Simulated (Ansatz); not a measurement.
Zr2C:

```
Zr C
1.0
     4.54136    0.00000    0.00000
    -2.27068    3.93293    0.00000
     0.00000    0.00000    2.75646
Zr C
2 1
Direct
  0.33333 0.66667 0.00000
  0.66667 0.33333 0.00000
  0.00000 0.00000 0.50000
```

The cell was built by a generator and needn't be a form met in nature.

- Program: Ansatz 0.2.0
- Task: relaxation of cell and atoms
- Functional: PBEsol
- Potentials or basis: Ansatz PAW
- Cutoff: 420 eV (not typed: the program's choice for these potentials)
- k mesh: 5 × 5 × 7
- Occupations: fermi-dirac, width 0.05 eV
- Spin: spin-orbit coupling, no magnetisation

At the start: volume 16.41 Å³/atom.

Q: How do energy, volume and symmetry change on relaxing?

A: It ends after 6 steps and the volume is 15.66 Å³/atom (-4.6 %); space group P6/mmm (No. 191, to 0.05 Å).

The path:
| step | energy change (eV) | largest force (eV/Å) | volume (Å³) |
| --- | --- | --- | --- |
| 1 | 0.0000 | 0.0000 | 49.23 |
| 2 | -0.0082 | 0.0000 | 45.35 |
| 3 | -0.0338 | 0.0000 | 47.17 |
| 4 | -0.0342 | 0.0000 | 47.00 |
| 5 | -0.0342 | 0.0000 | 46.97 |
| 6 | -0.0329 | 0.0000 | 46.97 |

Final structure:
```
Zr C
1.0
     4.45873    0.00000    0.00000
    -2.22936    3.86137    0.00000
     0.00000    0.00000    2.72828
Zr C
2 1
Cartesian
  0.0000 2.5742 0.0000
  2.2294 1.2871 0.0000
  0.0000 0.0000 1.3641
```

Caveat: the plane-wave basis is chosen anew once the cell has moved, so the energies of steps on either side of that aren't comparable; the PAW data sets come from PBE, with cores solved anew for the run's functional, which leaves a small shift of forces and pressure.
